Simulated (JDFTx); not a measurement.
# OZnH2 in JDFTx: single point with OLYP

Aim: the single point of OZnH2 with OLYP.

All numbers are computed with JDFTx 1.7.0 (patched build); they aren't measurements. Logs are shortened: lines on timing, memory, paths and dates and some standing lists are left out, and cuts for length are marked. The log counts tension as positive stress, the text compression.

**1. The molecule as given**

The cell holds a molecule in a box, 4 atoms: a = 10.000 Å, b = 13.000 Å, c = 11.000 Å, α = 90.00°, β = 90.00°, γ = 90.00°.

**2. Single point, OLYP**

Input file ZnH2O.in:

```
lattice \
   18.8972612463     0.0000000000     0.0000000000 \
    0.0000000000    24.5664396201     0.0000000000 \
    0.0000000000     0.0000000000    20.7869873709
coords-type Lattice
ion O      0.5357200000     0.4141000000     0.5662681800 1
ion Zn     0.5046800000     0.5348384600     0.4965318200 1
ion H      0.4668800000     0.3630153800     0.5619590900 1
ion H      0.4878700000     0.6402153800     0.4399136400 1

ion-species pseudo/O.upf
ion-species pseudo/Zn.upf
ion-species pseudo/H.upf
elec-cutoff 42
elec-ex-corr gga-x-optx gga-c-lyp
kpoint-folding 1 1 1
elec-n-bands 21
electronic-minimize nIterations 100 energyDiffThreshold 1e-07
coulomb-interaction Isolated
coulomb-truncation-embed 0.501300 0.501615 0.503091
core-overlap-check none
converge-empty-states yes
forces-output-coords Cartesian

dump-name run.$VAR
dump End Ecomponents EigStats BandEigs Kpoints Forces Dipole
```

Potentials or basis: PseudoDojo-SR-PBE-0.5-standard with smoothed tails.

Run with:

```console
$ jdftx -c 1 -i ZnH2O.in -o ZnH2O.out
```

Standard output:

```text
*************** JDFTx 1.7.0 (patched build) ***************

Input parsed successfully to the following command list (including defaults):
[... the input with its defaults ...]

---------- Setting up symmetries ----------

Found 8 point-group symmetries of the bravais lattice
Found 1 space-group symmetries with basis
Applied RMS atom displacement 0 bohrs to make symmetries exact.

---------- Initializing the Grid ----------
R =
[      18.8973            0            0  ]
[            0      24.5664            0  ]
[            0            0       20.787  ]
unit cell volume = 9650.12
G =
[   0.332492          0          0  ]
[          0   0.255763          0  ]
[          0          0   0.302265  ]
Minimum fftbox size, Smin = [  112  144  124  ]
Chosen fftbox size, S = [  112  144  126  ]

---------- Exchange Correlation functional ----------
Initialized LibXC exchange functional 'Handy & Cohen OPTX 01'
Initialized LibXC correlation functional 'Lee, Yang & Parr'

---------- Setting up pseudopotentials ----------
Width of ionic core gaussian charges (only for fluid interactions / plotting) set to 0

Reading pseudopotential file 'pseudo/O.upf':
  'O' pseudopotential, 'PBE' functional
  Generated using ONCVPSP code by D. R. Hamann
  6 valence electrons, 2 orbitals, 5 projectors, 936 radial grid points, with lMax = 2
    2S    l: 0   occupation:  2.0   eigenvalue: -0.880572
    2P    l: 1   occupation:  4.0   eigenvalue: -0.331869
  Core radius for overlap checks: 1.39 bohrs.

Reading pseudopotential file 'pseudo/Zn.upf':
  'Zn' pseudopotential, 'PBE' functional
  Generated using ONCVPSP code by D. R. Hamann
  20 valence electrons, 4 orbitals, 6 projectors, 1001 radial grid points, with lMax = 2
    3S    l: 0   occupation:  2.0   eigenvalue: -4.749201
    3P    l: 1   occupation:  6.0   eigenvalue: -3.064985
    3D    l: 2   occupation: 10.0   eigenvalue: -0.372654
    4S    l: 0   occupation:  2.0   eigenvalue: -0.219719
  Core radius for overlap checks: 1.79 bohrs.

Reading pseudopotential file 'pseudo/H.upf':
  'H' pseudopotential, 'PBE' functional
  Generated using ONCVPSP code by D. R. Hamann
  1 valence electrons, 1 orbitals, 3 projectors, 1001 radial grid points, with lMax = 1
    1S    l: 0   occupation:  1.0   eigenvalue: -0.238602
  Core radius for overlap checks: 0.96 bohrs.

Initialized 3 species with 4 total atoms.

Folded 1 k-points by 1x1x1 to 1 k-points.

---------- Setting up k-points, bands, fillings ----------
No reducable k-points.
Computing the number of bands and number of electrons
Calculating initial fillings.
Turning on subspace rotations due to non-scalar fillings.
nElectrons:  28.000000   nBands: 21   nStates: 1

----- Setting up reduced wavefunction bases (one per k-point) -----
average nbasis = 125405.000 , ideal nbasis = 125458.639

---------- Setting up coulomb interaction ----------
Setting up double-sized grid for truncated Coulomb potentials:
R =
[      37.7945            0            0  ]
[            0      49.1329            0  ]
[            0            0       41.574  ]
unit cell volume = 77200.9
G =
[   0.166246          0          0  ]
[          0   0.127881          0  ]
[          0          0   0.151133  ]
Chosen fftbox size, S = [  224  288  252  ]
Integer grid location selected as the embedding center:
   Grid: [  56  72  63  ]
   Lattice: [  0.5013  0.501615  0.503091  ]
   Cartesian: [  9.4732  12.3229  10.4577  ]
Constructing Wigner-Seitz cell: 6 faces (6 quadrilaterals, 0 hexagons)
Range-separation parameter for embedded mesh potentials due to point charges: 0.521075 bohrs.
Constructing Wigner-Seitz cell: 6 faces (6 quadrilaterals, 0 hexagons)
Gaussian width for range separation: 1.99119 bohrs.
FFT grid for long-range part: [ 224 288 252 ].
Planning fourier transform ... Done.
Computing truncated long-range part in real space ... Done.
Adding short-range part in reciprocal space ... Done.

---------- Allocating electronic variables ----------
Initializing wave functions:  linear combination of atomic orbitals
Note: number of bands (21) exceeds available atomic orbitals (16)
O pseudo-atom occupations:   s ( 2 )  p ( 4 )
Zn pseudo-atom occupations:   s ( 2 2 )  p ( 6 )  d ( 10 )
H pseudo-atom occupations:   s ( 1 )
	FillingsUpdate:  mu: +0.061345072  nElectrons: 28.000000
LCAOMinimize: Iter:   0  Etot: -223.8032255162617332  |grad|_K:  2.908e-02  alpha:  1.000e+00
	FillingsUpdate:  mu: -0.000000000  nElectrons: 28.000000
LCAOMinimize: Iter:   1  Etot: -223.8831981653731020  |grad|_K:  1.945e-02  alpha:  2.366e-01  linmin: -3.139e-01  cgtest:  8.637e-01
LCAOMinimize: Encountered beta<0, resetting CG.
LCAOMinimize: 	Predicted alpha/alphaT>3.000000, increasing alphaT to 7.097641e-01.
	FillingsUpdate:  mu: -0.046576055  nElectrons: 28.000000
LCAOMinimize: Iter:   2  Etot: -223.9284299620261436  |grad|_K:  4.372e-03  alpha:  4.147e-01  linmin: -1.707e-01  cgtest:  5.722e-01
LCAOMinimize: Encountered beta<0, resetting CG.
	FillingsUpdate:  mu: -0.051177637  nElectrons: 28.000000
LCAOMinimize: Iter:   3  Etot: -223.9311692682896364  |grad|_K:  5.102e-04  alpha:  6.616e-01  linmin:  8.769e-02  cgtest: -3.393e-01
LCAOMinimize: None of the convergence criteria satisfied after 3 iterations.

-------- Electronic minimization -----------
ElecMinimize: Iter:   0  Etot: -223.931169268290120  |grad|_K:  3.550e-04  alpha:  1.000e+00
	SubspaceRotationAdjust: set factor to 1
ElecMinimize: Iter:   1  Etot: -224.053180832662264  |grad|_K:  2.285e-04  alpha:  3.663e-01  linmin:  5.241e-03
	SubspaceRotationAdjust: set factor to 1.14
ElecMinimize: Iter:   2  Etot: -224.094378263196461  |grad|_K:  1.647e-04  alpha:  3.020e-01  linmin:  3.056e-04
	SubspaceRotationAdjust: set factor to 1.35
ElecMinimize: Iter:   3  Etot: -224.115738696229982  |grad|_K:  1.239e-04  alpha:  3.008e-01  linmin:  1.147e-04
	SubspaceRotationAdjust: set factor to 1.54
ElecMinimize: Iter:   4  Etot: -224.128780264646537  |grad|_K:  8.733e-05  alpha:  3.241e-01  linmin:  3.026e-05
	SubspaceRotationAdjust: set factor to 1.66
ElecMinimize: Iter:   5  Etot: -224.135123160445232  |grad|_K:  6.740e-05  alpha:  3.164e-01  linmin:  1.018e-05
	SubspaceRotationAdjust: set factor to 1.79
ElecMinimize: Iter:   6  Etot: -224.138213594010324  |grad|_K:  5.165e-05  alpha:  2.584e-01  linmin:  2.340e-05
	SubspaceRotationAdjust: set factor to 1.92
ElecMinimize: Iter:   7  Etot: -224.140112720883565  |grad|_K:  3.868e-05  alpha:  2.709e-01  linmin:  4.086e-05
	SubspaceRotationAdjust: set factor to 2.07
ElecMinimize: Iter:   8  Etot: -224.141296818616468  |grad|_K:  3.004e-05  alpha:  3.015e-01  linmin:  3.042e-05
	SubspaceRotationAdjust: set factor to 2.25
ElecMinimize: Iter:   9  Etot: -224.141996701630319  |grad|_K:  2.473e-05  alpha:  2.952e-01  linmin:  1.368e-05
	SubspaceRotationAdjust: set factor to 2.45
ElecMinimize: Iter:  10  Etot: -224.142445503384948  |grad|_K:  1.935e-05  alpha:  2.790e-01  linmin:  1.064e-05
	SubspaceRotationAdjust: set factor to 2.6
ElecMinimize: Iter:  11  Etot: -224.142725896900657  |grad|_K:  1.427e-05  alpha:  2.845e-01  linmin:  1.780e-05
	SubspaceRotationAdjust: set factor to 2.67
ElecMinimize: Iter:  12  Etot: -224.142870725110072  |grad|_K:  1.060e-05  alpha:  2.705e-01  linmin:  1.238e-05
	SubspaceRotationAdjust: set factor to 2.74
ElecMinimize: Iter:  13  Etot: -224.142948752008522  |grad|_K:  8.100e-06  alpha:  2.639e-01  linmin:  9.015e-06
	SubspaceRotationAdjust: set factor to 2.61
ElecMinimize: Iter:  14  Etot: -224.142995115346253  |grad|_K:  6.493e-06  alpha:  2.685e-01  linmin:  2.687e-06
	SubspaceRotationAdjust: set factor to 2.04
ElecMinimize: Iter:  15  Etot: -224.143020845339606  |grad|_K:  5.311e-06  alpha:  2.318e-01  linmin: -3.888e-06
	SubspaceRotationAdjust: set factor to 1.55
ElecMinimize: Iter:  16  Etot: -224.143036563813098  |grad|_K:  3.818e-06  alpha:  2.116e-01  linmin: -3.369e-06
	SubspaceRotationAdjust: set factor to 1.73
ElecMinimize: Iter:  17  Etot: -224.143046610391423  |grad|_K:  2.913e-06  alpha:  2.616e-01  linmin: -1.605e-06
	SubspaceRotationAdjust: set factor to 1.75
ElecMinimize: Iter:  18  Etot: -224.143052076654726  |grad|_K:  2.249e-06  alpha:  2.446e-01  linmin: -2.265e-06
	SubspaceRotationAdjust: set factor to 1.75
ElecMinimize: Iter:  19  Etot: -224.143055632762724  |grad|_K:  1.670e-06  alpha:  2.670e-01  linmin: -2.442e-06
	SubspaceRotationAdjust: set factor to 1.92
ElecMinimize: Iter:  20  Etot: -224.143057667332641  |grad|_K:  1.298e-06  alpha:  2.768e-01  linmin: -2.071e-06
	SubspaceRotationAdjust: set factor to 1.87
ElecMinimize: Iter:  21  Etot: -224.143058786855875  |grad|_K:  9.795e-07  alpha:  2.523e-01  linmin: -9.539e-07
	SubspaceRotationAdjust: set factor to 1.86
ElecMinimize: Iter:  22  Etot: -224.143059421394838  |grad|_K:  7.202e-07  alpha:  2.511e-01  linmin: -4.176e-08
	SubspaceRotationAdjust: set factor to 2
ElecMinimize: Iter:  23  Etot: -224.143059785663752  |grad|_K:  5.421e-07  alpha:  2.667e-01  linmin:  4.313e-07
	SubspaceRotationAdjust: set factor to 1.99
ElecMinimize: Iter:  24  Etot: -224.143059986091771  |grad|_K:  4.295e-07  alpha:  2.590e-01  linmin:  1.153e-06
	SubspaceRotationAdjust: set factor to 2.01
ElecMinimize: Iter:  25  Etot: -224.143060110958629  |grad|_K:  3.205e-07  alpha:  2.572e-01  linmin:  1.105e-06
	SubspaceRotationAdjust: set factor to 2.14
ElecMinimize: Iter:  26  Etot: -224.143060185894569  |grad|_K:  2.464e-07  alpha:  2.772e-01  linmin:  1.002e-06
	SubspaceRotationAdjust: set factor to 2.19
ElecMinimize: Iter:  27  Etot: -224.143060226049784  |grad|_K:  1.888e-07  alpha:  2.514e-01  linmin:  5.132e-07
ElecMinimize: Converged (|Delta Etot|<1.000000e-07 for 2 iters).
Setting wave functions to eigenvectors of Hamiltonian
Converging empty states (this may take a while): |deigs|: 1.839e-02
WARNING: the partial cores' own exchange and correlation, taken off the total, pulls at atoms by up to 3.1e-03 Eh/a0
   and adds 0.008 GPa to the pressure: cores overlap, or the grid is coarse for them. See exc-core.

# Ionic positions in lattice coordinates:
ion O   0.535720000000000   0.414100000000000   0.566268180000000 1
ion Zn   0.504680000000000   0.534838460000000   0.496531820000000 1
ion H   0.466880000000000   0.363015380000000   0.561959090000000 1
ion H   0.487870000000000   0.640215380000000   0.439913640000000 1

# Forces in Cartesian coordinates:
force O  -0.000711774275114  -0.004650836192032   0.001082909252895 1
force Zn  -0.002364229870391   0.005897543153862  -0.005958023509842 1
force H   0.002151763852592   0.002666957452726  -0.000080666732374 1
force H   0.000406220812238  -0.000910341910982   0.000548024485405 1

# Energy components:
   Eewald =       51.6486297453024719
       EH =      245.8568803077902487
     Eloc =     -550.7157746762536590
      Enl =      -51.1918944695387168
      Exc =      -27.8303740312719370
 Exc_core =        3.0415990158138277
       KE =      105.0478738821080498
-------------------------------------
     Etot =     -224.1430602260497835

IonicMinimize: Iter:   0  Etot: -224.143060226049784  |grad|_K:  2.959e-03
IonicMinimize: None of the convergence criteria satisfied after 0 iterations.

#--- Lowdin population analysis ---
# oxidation-state O -1.012
# oxidation-state Zn +1.203
# oxidation-state H +0.417 -0.394

Dumping 'run.eigStats' ...
	eMin: -4.798584 at state 0 ( [ +0.000000 +0.000000 +0.000000 ] spin 0 )
	HOMO: -0.238815 at state 0 ( [ +0.000000 +0.000000 +0.000000 ] spin 0 )
	mu  : -0.085341
	LUMO: -0.050715 at state 0 ( [ +0.000000 +0.000000 +0.000000 ] spin 0 )
	eMax: +0.027158 at state 0 ( [ +0.000000 +0.000000 +0.000000 ] spin 0 )
	HOMO-LUMO gap: +0.188101
	Optical gap  : +0.188101 at state 0 ( [ +0.000000 +0.000000 +0.000000 ] spin 0 )
Done!
[note: without smearing the FillingsUpdate lines are those of the first guess, not of the final state]
```

Run time: 4.7 min. Hardware: 1 thread of Arm Neoverse V1, shared host; peak memory 0.97 GiB.

Results:

```yaml
Free_energy: -6099.2434 eV
Gap_between_the_frontier_levels: 5.12 eV
Loewdin_charges: O -1.01; Zn +1.20; H +0.42, -0.39 e
```

Caveat: the atomic charges don't sum to the cell's charge; the cores' own exchange energy is taken off the total, which shifts forces and pressure where cores overlap; the potentials were made for another functional, which shifts forces and pressure.
